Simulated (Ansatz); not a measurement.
# C₂H₅BOS: one species, many methods

How much do the methods differ for C₂H₅BOS? The plan is to run it at one geometry with functionals of several rungs and with coupled cluster. The yardstick is the atomisation energy at the CCSD(T) limit.

Computed with Ansatz 0.2.0, Gaussian basis. Level: functionals in def2-TZVPP, the program's frozen cores in correlated methods.

The runs, in order: PBE-D4, r2SCAN-D4, PBE0-D4, B3LYP-D4, ωB97X-V, ωB97M-V, B2PLYP; CCSD(T)/def2-TZVPP; MP2/def2-QZVPP; extrapolation to the limit.

### Step 1. The relaxed structure

An earlier PBE0-D4/def2-TZVP relaxation fixed the geometry.

SMILES `B1COCS1`, 10 atoms, charge 0, spin multiplicity 1.

Atoms are counted from 1 here; the program's logs count them from 0.

Bond lengths: B1–C2 1.574 Å, B1–S5 1.758 Å, B1–H6 1.189 Å, C2–O3 1.424 Å, C2–H7 1.105 Å, C2–H8 1.093 Å, O3–C4 1.382 Å, C4–S5 1.851 Å, C4–H9 1.098 Å, C4–H10 1.090 Å. Angles: C2–B1–S5 109.0°, C2–B1–H6 127.5°, S5–B1–H6 123.5°, B1–C2–O3 108.2°, B1–C2–H7 109.5°, B1–C2–H8 114.3°, O3–C2–H7 110.9°, O3–C2–H8 107.3°, H7–C2–H8 106.7°, C2–O3–C4 111.4°, O3–C4–S5 108.7°, O3–C4–H9 112.7°, O3–C4–H10 109.1°, S5–C4–H9 106.5°, S5–C4–H10 109.9°, H9–C4–H10 109.9°, B1–S5–C4 90.6°.

### Step 2. PBE-D4 (GGA)

The input, in.yaml:

```yaml
crystal:
  periodic: [false, false, false]
  atoms:
    - {symbol: B, position_ang: [-1.342427, 0.037287, -0.070354]}
    - {symbol: C, position_ang: [-0.217542, -1.030622, 0.194718]}
    - {symbol: O, position_ang: [1.006492, -0.528336, -0.331993]}
    - {symbol: C, position_ang: [1.088987, 0.844475, -0.196402]}
    - {symbol: S, position_ang: [-0.588995, 1.572053, -0.480079]}
    - {symbol: H, position_ang: [-2.519257, -0.117557, 0.002763]}
    - {symbol: H, position_ang: [-0.132413, -1.215645, 1.280587]}
    - {symbol: H, position_ang: [-0.398801, -2.000397, -0.275044]}
    - {symbol: H, position_ang: [1.395609, 1.152915, 0.811891]}
    - {symbol: H, position_ang: [1.791347, 1.234726, -0.933087]}
basis:
  gaussian: {orbitals: def2-TZVPP}
hamiltonian: {xc: pbe, dispersion: d4}
output: {forces: true, orbitals: {seedname: orbitals}}
```

The run is started by

```console
$ ansatz run in.yaml --threads 4 --pin off --events-out ev --progress --plain --max-ram 10444MiB
```

After this run come: r2SCAN-D4 (meta-GGA); PBE0-D4 (hybrid); B3LYP-D4 (hybrid); ωB97X-V (range-separated); ωB97M-V (range-separated); B2PLYP (double hybrid); CCSD(T) in def2-TZVPP; MP2 in def2-QZVPP.

Q: Predict the results of all the runs planned. Wanted: atomisation energy, CCSD(T)/CBS; farthest; mean size of error, hybrid; mean size of error, range-separated; gap, smallest and largest; T1 diagnostic; triples share of the correlation energy.

The runs gave:

| quantity | value |
| --- | --- |
| atomisation energy, CCSD(T)/CBS | 3905.5 kJ/mol |
| functionals within 19.5 kJ/mol (0.5 %) | B3LYP-D4 |
| farthest | PBE-D4 (+137.4 kJ/mol) |
| mean size of error, hybrid | 32.3 kJ/mol |
| mean size of error, range-separated | 32.6 kJ/mol |
| gap, smallest and largest | 4.28 eV (PBE-D4), 11.13 eV (ωB97X-V) |
| T1 diagnostic | 0.0146 |
| triples share of the correlation energy | 4.3 % |

**Reading.** PBE-D4 misses by +137.4 kJ/mol, or 13.7 kJ/mol for each of 10 bonds. Double hybrids carry the basis error of their MP2 part in triple zeta, and no dispersion term here, so their miss is partly the set-up's. The reference freezes the cores and leaves out relativity and excitations past (T), so misses under about 19.5 kJ/mol can't be ranked. Hartree-Fock recovers 72 % of the binding; the rest is correlation. Orbital gaps span 4.3 to 11.1 eV; exact exchange widens them.
